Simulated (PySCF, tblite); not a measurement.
**C5H5Cl3Si: geometry, infrared bands and NMR shifts**

Wanted: the infrared bands and NMR shifts of C5H5Cl3Si (`ClC(Cl)(Cl)C1=C[SiH2]C=C1`), by calculation.

The runs use tblite 0.8.0 and PySCF 2.14.0, with density-fitted response routines of our own; the level of theory stands in each step. All values are computed, except where a source is named. Atoms are numbered from 0 throughout.

## 1. The molecule as given

14 atoms, charge 0, multiplicity 1; geometry from: force field or distance geometry start.

Bonds of the start (Å): Cl0–C1 1.81, C1–Cl2 1.80, C1–Cl3 1.80, C1–C4 1.52, C4–C5 1.37, C5–Si6 1.87, Si6–C7 1.87, C7–C8 1.34, C8–C4 1.47, C5–H9 1.07, Si6–H10 1.48, Si6–H11 1.48, C7–H12 1.09, C8–H13 1.08.

## 2. Geometry optimisation with GFN2-xTB

Job settings and geometry (Å):

```
{"job": {"kind": "relax", "xc": "GFN2-xTB", "basis": "xTB"}, "charge": 0, "multiplicity": 1}
Cl     2.769300     0.424200     1.559900
C      2.121900    -0.118200    -0.036000
Cl     2.618500    -1.835300    -0.285600
Cl     2.925600     0.871400    -1.305000
C      0.605500    -0.001700    -0.044300
C     -0.162500     0.739600    -0.895700
Si    -1.994000     0.579800    -0.546800
C     -1.529000    -0.582500     0.845000
C     -0.198100    -0.752400     0.930600
H      0.168200     1.377000    -1.694700
H     -2.584700     1.843100    -0.052700
H     -2.716000    -0.106600    -1.644800
H     -2.288300    -1.048100     1.476400
H      0.262800    -1.390700     1.671400
```

Command:

```console
> OMP_NUM_THREADS=1 python probes_run.py task.json out
```

One launch serves the whole session: the jobs run in the order shown.

**Question.** This job is followed by: GFN2-xTB harmonic vibrations, gas phase; GIAO PBE0/pcSseg-1 NMR shielding, non-relativistic, gas phase. Predict these results of the whole session: strongest single infrared mode (GFN2-xTB); zero-point energy (GFN2-xTB); ¹³C shifts against TMS (PBE0/pcSseg-1); ¹H shifts against TMS (PBE0/pcSseg-1, means over atoms taken as alike); ³⁵Cl shifts against HCl (PBE0/pcSseg-1, means over atoms taken as alike); ²⁹Si shifts against TMS (PBE0/pcSseg-1); surface potential, 1st and 99th percentile.

The runs gave:

| quantity | value |
| --- | --- |
| strongest single infrared mode (GFN2-xTB) | 2281 cm⁻¹, 360 km/mol |
| zero-point energy (GFN2-xTB) | 49.1 kcal/mol |
| ¹³C shifts against TMS (PBE0/pcSseg-1) | 166.4, 157.1, 136.2, 133.2, 119.5 ppm |
| ¹H shifts against TMS (PBE0/pcSseg-1, means over atoms taken as alike) | 7.60, 6.68, 6.44, 4.76 ppm |
| ³⁵Cl shifts against HCl (PBE0/pcSseg-1, means over atoms taken as alike) | 482 ppm |
| ²⁹Si shifts against TMS (PBE0/pcSseg-1) | -38.7 ppm |
| surface potential, 1st and 99th percentile | -0.48 V and 1.37 V |

Over 26 steps the energy fell by 0.195 eV; of the close pairs, C1–C4 changed most, 1.521 to 1.491 Å. All 36 modes are real, so the xTB geometry is a minimum. Unscaled tight-binding wavenumbers are off by several per cent, some by more. Its intensities can rank the bands wrongly. C1 stands next to heavy halogen, whose spin-orbit shielding this run leaves out, so the computed shift lies too far downfield, most of all for carbon beside Br or I. At PBE0/pcSseg-1: The largest span, 803 ppm, is at Cl0, Cl2, Cl3, where the paramagnetic term is -677 ppm. At PBE0/pcSseg-1, counted by nearest atom on the grid, the HOMO lies on C5, C7 about 27 % each; C4, C8 about 15 % each, the LUMO on C5 24 %; C4, C7 about 16 % each.
